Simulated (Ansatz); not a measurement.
Born–Oppenheimer molecular dynamics of a periodic cell of 16 atoms, WC (start crystal WC, start structure P-6m2, volume 1.1 times the crystal's). It starts from a structure without forces on its atoms.

Method: DFT PBE, scalar-relativistic, plane waves, PAW in Ansatz. Settings: accuracy low, PAW set soft_1, cutoff 420 eV, k mesh 3x3x3, fermi-dirac smearing 0.17 eV, no spin polarisation.

| Property | Result |
| --- | --- |
| ensemble | NVT, Langevin thermostat |
| time step | 1 fs |
| steps asked | 390 |
| set temperature | 300 K |
| friction | 0.02 /fs |
| temperature schedule | 390 steps to 2000 K |
| seed | 116318 |

Frames 2 fs apart, positions in Å, forces in eV/Å.

Velocities at 210.0 fs (Å/ps):

```
W 0.95 1.21 0.17
C 2.73 5.97 5.95
W -1.39 -1.15 -1.11
C 8.14 -15.70 -16.32
W 2.45 -2.27 -1.28
C 5.15 -0.24 -8.01
W -3.97 1.30 -1.05
C -3.56 -0.12 -7.69
W 1.04 1.76 -1.88
C -2.93 -3.18 4.71
W -1.81 1.75 1.11
C 0.28 -4.15 1.58
W 0.38 2.73 -2.83
C -4.41 13.00 3.14
W 3.50 1.69 0.96
C 10.13 -1.16 -2.51
```

```xyz
16
Lattice="-2.9880 -5.1753 0.0000 4.4820 -2.5877 0.0000 0.0000 0.0000 5.8471" Properties=species:S:1:pos:R:3:forces:R:3 time_fs=210.0 energy_less_start_eV=1.732 T=750
W 0.064 -5.080 0.079 0.03 1.35 -2.66
C 1.632 -4.079 1.472 -0.78 -1.08 0.09
W 0.083 -4.993 2.874 0.34 -0.98 1.47
C 1.526 -4.276 4.486 -0.05 1.06 -1.25
W -1.457 -2.365 -0.029 0.74 -2.48 0.61
C 0.169 -1.556 1.444 -1.41 -0.57 -0.03
W -1.475 -2.498 2.933 1.28 0.47 -0.45
C 0.062 -1.542 4.309 0.03 -1.69 0.40
W 1.547 -2.409 0.065 0.46 -0.94 -2.17
C 3.115 -1.530 1.423 -0.51 -1.13 0.61
W 1.617 -2.453 2.921 -0.42 0.02 0.38
C 3.139 -1.758 4.328 -1.73 1.77 -0.27
W -0.062 0.053 -0.124 3.69 1.64 2.42
C -1.430 -4.200 1.411 0.09 0.60 0.33
W 0.147 0.038 2.850 -1.09 2.14 0.45
C -1.369 -4.203 4.354 -0.69 -0.17 0.06
16
Lattice="-2.9880 -5.1753 0.0000 4.4820 -2.5877 0.0000 0.0000 0.0000 5.8471" Properties=species:S:1:pos:R:3:forces:R:3 time_fs=212.0 energy_less_start_eV=1.740 T=787
W 0.067 -5.076 0.079 0.05 1.24 -2.56
C 1.641 -4.072 1.482 -0.90 -1.13 -0.17
W 0.081 -4.996 2.872 0.43 -0.94 1.41
C 1.544 -4.303 4.457 -0.31 1.29 -0.91
W -1.452 -2.370 -0.031 0.69 -2.37 0.61
C 0.174 -1.562 1.430 -1.47 -0.33 0.11
W -1.482 -2.495 2.931 1.50 0.41 -0.49
C 0.057 -1.546 4.293 0.12 -1.61 0.63
W 1.550 -2.407 0.060 0.48 -1.05 -2.10
C 3.110 -1.538 1.434 -0.46 -0.92 0.37
W 1.613 -2.450 2.922 -0.29 -0.04 0.30
C 3.136 -1.766 4.330 -1.72 1.84 -0.33
W -0.062 0.059 -0.128 3.73 1.42 2.54
C -1.443 -4.177 1.418 0.31 0.33 0.13
W 0.154 0.042 2.851 -1.30 2.02 0.29
C -1.353 -4.206 4.349 -0.86 -0.16 0.15
16
Lattice="-2.9880 -5.1753 0.0000 4.4820 -2.5877 0.0000 0.0000 0.0000 5.8471" Properties=species:S:1:pos:R:3:forces:R:3 time_fs=214.0 energy_less_start_eV=1.734 T=809
W 0.070 -5.071 0.077 0.05 1.06 -2.42
C 1.647 -4.071 1.492 -1.02 -1.11 -0.39
W 0.078 -4.999 2.870 0.50 -0.91 1.37
C 1.564 -4.324 4.433 -0.63 1.47 -0.59
W -1.445 -2.374 -0.031 0.60 -2.31 0.60
C 0.172 -1.571 1.415 -1.45 -0.07 0.30
W -1.490 -2.492 2.931 1.79 0.33 -0.50
C 0.058 -1.554 4.291 0.14 -1.45 0.68
W 1.553 -2.405 0.054 0.46 -1.15 -2.00
C 3.107 -1.552 1.445 -0.47 -0.64 0.14
W 1.606 -2.449 2.922 -0.13 -0.09 0.28
C 3.131 -1.768 4.338 -1.68 1.87 -0.47
W -0.063 0.067 -0.131 3.80 1.20 2.63
C -1.459 -4.159 1.434 0.57 0.10 -0.14
W 0.161 0.046 2.851 -1.54 1.78 0.29
C -1.340 -4.213 4.348 -0.99 -0.10 0.21
16
Lattice="-2.9880 -5.1753 0.0000 4.4820 -2.5877 0.0000 0.0000 0.0000 5.8471" Properties=species:S:1:pos:R:3:forces:R:3 time_fs=216.0 energy_less_start_eV=1.746 T=861
W 0.073 -5.065 0.074 0.02 0.85 -2.23
C 1.655 -4.072 1.499 -1.16 -1.05 -0.53
W 0.077 -5.004 2.869 0.48 -0.82 1.37
C 1.580 -4.342 4.414 -0.91 1.65 -0.30
W -1.437 -2.381 -0.030 0.45 -2.23 0.59
C 0.169 -1.577 1.398 -1.43 0.13 0.52
W -1.499 -2.489 2.932 2.09 0.25 -0.54
C 0.064 -1.565 4.297 0.10 -1.20 0.63
W 1.554 -2.404 0.050 0.48 -1.25 -1.90
C 3.099 -1.569 1.460 -0.41 -0.30 -0.11
W 1.601 -2.445 2.922 -0.01 -0.23 0.23
C 3.126 -1.767 4.345 -1.63 1.86 -0.56
W -0.065 0.073 -0.133 3.84 1.03 2.70
C -1.479 -4.143 1.458 0.88 -0.10 -0.51
W 0.166 0.051 2.849 -1.79 1.52 0.40
C -1.337 -4.212 4.351 -0.99 -0.12 0.25
16
Lattice="-2.9880 -5.1753 0.0000 4.4820 -2.5877 0.0000 0.0000 0.0000 5.8471" Properties=species:S:1:pos:R:3:forces:R:3 time_fs=218.0 energy_less_start_eV=1.762 T=871
W 0.076 -5.059 0.069 -0.02 0.67 -2.03
C 1.660 -4.074 1.509 -1.30 -1.00 -0.73
W 0.077 -5.009 2.865 0.39 -0.69 1.43
C 1.588 -4.352 4.396 -1.05 1.74 0.04
W -1.429 -2.389 -0.029 0.25 -2.10 0.55
C 0.161 -1.580 1.379 -1.34 0.26 0.74
W -1.508 -2.486 2.936 2.40 0.23 -0.57
C 0.086 -1.579 4.303 -0.16 -0.91 0.61
W 1.556 -2.401 0.044 0.50 -1.33 -1.77
C 3.092 -1.583 1.476 -0.36 -0.01 -0.40
W 1.596 -2.441 2.922 0.11 -0.36 0.16
C 3.121 -1.760 4.345 -1.52 1.78 -0.54
W -0.066 0.079 -0.133 3.83 0.92 2.66
C -1.498 -4.123 1.487 1.12 -0.33 -0.93
W 0.168 0.054 2.849 -1.97 1.31 0.52
C -1.341 -4.208 4.357 -0.91 -0.18 0.25
16
Lattice="-2.9880 -5.1753 0.0000 4.4820 -2.5877 0.0000 0.0000 0.0000 5.8471" Properties=species:S:1:pos:R:3:forces:R:3 time_fs=220.0 energy_less_start_eV=1.777 T=821
W 0.080 -5.052 0.064 -0.07 0.49 -1.83
C 1.660 -4.074 1.522 -1.37 -0.96 -0.97
W 0.077 -5.014 2.861 0.29 -0.56 1.55
C 1.587 -4.353 4.393 -1.03 1.76 0.18
W -1.421 -2.397 -0.028 0.02 -1.97 0.52
C 0.139 -1.583 1.359 -1.07 0.35 0.97
W -1.517 -2.483 2.941 2.65 0.24 -0.58
C 0.109 -1.598 4.308 -0.47 -0.53 0.63
W 1.557 -2.399 0.039 0.50 -1.41 -1.61
C 3.094 -1.594 1.490 -0.41 0.20 -0.64
W 1.592 -2.438 2.922 0.21 -0.43 0.12
C 3.117 -1.751 4.345 -1.40 1.68 -0.50
W -0.067 0.085 -0.132 3.81 0.78 2.57
C -1.513 -4.107 1.512 1.31 -0.50 -1.29
W 0.171 0.057 2.851 -2.15 1.09 0.59
C -1.347 -4.205 4.360 -0.82 -0.22 0.29
16
Lattice="-2.9880 -5.1753 0.0000 4.4820 -2.5877 0.0000 0.0000 0.0000 5.8471" Properties=species:S:1:pos:R:3:forces:R:3 time_fs=222.0 energy_less_start_eV=1.807 T=781
W 0.084 -5.045 0.059 -0.12 0.34 -1.71
C 1.654 -4.071 1.535 -1.35 -0.96 -1.18
W 0.078 -5.016 2.855 0.20 -0.47 1.73
C 1.583 -4.349 4.393 -0.94 1.73 0.26
W -1.413 -2.405 -0.027 -0.25 -1.84 0.46
C 0.110 -1.585 1.339 -0.67 0.40 1.21
W -1.525 -2.480 2.945 2.84 0.27 -0.61
C 0.128 -1.619 4.313 -0.76 -0.15 0.62
W 1.559 -2.396 0.033 0.44 -1.46 -1.41
C 3.100 -1.599 1.500 -0.51 0.31 -0.79
W 1.589 -2.435 2.922 0.31 -0.45 0.07
C 3.116 -1.741 4.348 -1.34 1.57 -0.53
W -0.068 0.090 -0.129 3.83 0.66 2.49
C -1.519 -4.096 1.531 1.37 -0.62 -1.54
W 0.174 0.061 2.855 -2.29 0.89 0.59
C -1.350 -4.205 4.361 -0.77 -0.23 0.34
16
Lattice="-2.9880 -5.1753 0.0000 4.4820 -2.5877 0.0000 0.0000 0.0000 5.8471" Properties=species:S:1:pos:R:3:forces:R:3 time_fs=224.0 energy_less_start_eV=1.856 T=775
W 0.088 -5.039 0.054 -0.17 0.23 -1.60
C 1.648 -4.065 1.542 -1.31 -1.00 -1.27
W 0.080 -5.016 2.849 0.13 -0.38 1.92
C 1.579 -4.351 4.400 -0.83 1.75 0.21
W -1.406 -2.412 -0.025 -0.50 -1.74 0.36
C 0.079 -1.588 1.322 -0.22 0.51 1.45
W -1.530 -2.478 2.948 2.93 0.35 -0.60
C 0.145 -1.644 4.320 -1.04 0.27 0.55
W 1.562 -2.392 0.027 0.39 -1.51 -1.17
C 3.108 -1.595 1.506 -0.60 0.31 -0.90
W 1.585 -2.432 2.922 0.44 -0.45 0.00
C 3.115 -1.729 4.348 -1.26 1.43 -0.53
W -0.069 0.095 -0.126 3.82 0.57 2.40
C -1.518 -4.081 1.546 1.34 -0.81 -1.69
W 0.177 0.065 2.859 -2.38 0.74 0.55
C -1.352 -4.200 4.364 -0.73 -0.29 0.33
16
Lattice="-2.9880 -5.1753 0.0000 4.4820 -2.5877 0.0000 0.0000 0.0000 5.8471" Properties=species:S:1:pos:R:3:forces:R:3 time_fs=226.0 energy_less_start_eV=1.900 T=934
W 0.092 -5.032 0.050 -0.21 0.12 -1.47
C 1.638 -4.064 1.536 -1.22 -0.94 -1.16
W 0.083 -5.017 2.844 0.02 -0.26 2.13
C 1.574 -4.351 4.412 -0.70 1.76 0.06
W -1.399 -2.420 -0.021 -0.75 -1.61 0.26
C 0.049 -1.593 1.312 0.23 0.66 1.65
W -1.533 -2.474 2.953 2.97 0.45 -0.57
C 0.160 -1.669 4.332 -1.30 0.70 0.42
W 1.563 -2.388 0.019 0.38 -1.56 -0.89
C 3.115 -1.585 1.510 -0.69 0.23 -0.95
W 1.583 -2.429 2.923 0.56 -0.49 -0.13
C 3.116 -1.710 4.350 -1.18 1.23 -0.53
W -0.069 0.100 -0.122 3.77 0.49 2.31
C -1.518 -4.063 1.563 1.30 -1.05 -1.83
W 0.181 0.070 2.865 -2.48 0.62 0.54
C -1.353 -4.195 4.381 -0.71 -0.35 0.15
16
Lattice="-2.9880 -5.1753 0.0000 4.4820 -2.5877 0.0000 0.0000 0.0000 5.8471" Properties=species:S:1:pos:R:3:forces:R:3 time_fs=228.0 energy_less_start_eV=1.929 T=879
W 0.095 -5.026 0.045 -0.27 0.04 -1.34
C 1.617 -4.065 1.528 -0.97 -0.87 -0.98
W 0.086 -5.018 2.838 -0.15 -0.12 2.37
C 1.569 -4.348 4.427 -0.53 1.74 -0.13
W -1.393 -2.427 -0.016 -1.07 -1.46 0.13
C 0.018 -1.594 1.309 0.69 0.77 1.78
W -1.538 -2.470 2.958 2.95 0.50 -0.59
C 0.174 -1.687 4.339 -1.55 1.01 0.33
W 1.562 -2.384 0.013 0.37 -1.57 -0.62
C 3.118 -1.571 1.509 -0.74 0.07 -0.93
W 1.580 -2.426 2.922 0.64 -0.51 -0.23
C 3.118 -1.688 4.354 -1.13 1.02 -0.55
W -0.071 0.107 -0.117 3.72 0.41 2.22
C -1.517 -4.053 1.574 1.26 -1.14 -1.89
W 0.186 0.075 2.868 -2.63 0.54 0.57
C -1.362 -4.187 4.405 -0.60 -0.43 -0.13
16
Lattice="-2.9880 -5.1753 0.0000 4.4820 -2.5877 0.0000 0.0000 0.0000 5.8471" Properties=species:S:1:pos:R:3:forces:R:3 time_fs=230.0 energy_less_start_eV=1.919 T=923
W 0.097 -5.022 0.040 -0.35 0.04 -1.26
C 1.593 -4.074 1.516 -0.68 -0.69 -0.75
W 0.089 -5.019 2.832 -0.30 -0.03 2.57
C 1.560 -4.334 4.439 -0.31 1.65 -0.32
W -1.388 -2.433 -0.012 -1.33 -1.23 0.07
C -0.005 -1.593 1.316 1.02 0.81 1.79
W -1.541 -2.463 2.963 2.92 0.49 -0.64
C 0.182 -1.698 4.349 -1.71 1.25 0.18
W 1.560 -2.381 0.006 0.38 -1.58 -0.37
C 3.116 -1.557 1.498 -0.72 -0.10 -0.78
W 1.576 -2.422 2.921 0.69 -0.56 -0.32
C 3.121 -1.671 4.359 -1.15 0.89 -0.62
W -0.071 0.115 -0.112 3.66 0.30 2.15
C -1.508 -4.049 1.581 1.14 -1.15 -1.87
W 0.192 0.082 2.869 -2.78 0.50 0.64
C -1.372 -4.171 4.433 -0.49 -0.59 -0.46
16
Lattice="-2.9880 -5.1753 0.0000 4.4820 -2.5877 0.0000 0.0000 0.0000 5.8471" Properties=species:S:1:pos:R:3:forces:R:3 time_fs=232.0 energy_less_start_eV=1.874 T=1039
W 0.097 -5.018 0.035 -0.43 0.05 -1.19
C 1.575 -4.090 1.507 -0.44 -0.40 -0.60
W 0.091 -5.020 2.827 -0.41 0.05 2.75
C 1.551 -4.312 4.446 -0.10 1.48 -0.44
W -1.384 -2.439 -0.009 -1.53 -0.86 0.11
C -0.021 -1.588 1.330 1.22 0.76 1.70
W -1.545 -2.454 2.968 2.91 0.39 -0.72
C 0.183 -1.704 4.364 -1.75 1.42 -0.05
W 1.558 -2.378 -0.001 0.39 -1.60 -0.11
C 3.107 -1.540 1.488 -0.62 -0.33 -0.63
W 1.571 -2.418 2.917 0.68 -0.58 -0.31
C 3.123 -1.655 4.365 -1.17 0.80 -0.70
W -0.071 0.123 -0.106 3.61 0.18 2.08
C -1.493 -4.048 1.582 0.93 -1.12 -1.74
W 0.197 0.087 2.869 -2.88 0.53 0.67
C -1.382 -4.153 4.461 -0.41 -0.79 -0.81
```

Of the whole run (390 fs, mean temperature of the second half 1376 K): The schedule's set-point averaged 1575 K over the second half and the system 1376 K. A run of 0.39 ps of so small a system gives no equilibrium averages. Limits of this set-up: coarse k mesh, low accuracy level.

The run took 32 min on 2 threads of Intel(R) Xeon(R) Platinum 8559C (Emerald Rapids) (shared host), peak memory 0.82 GiB.
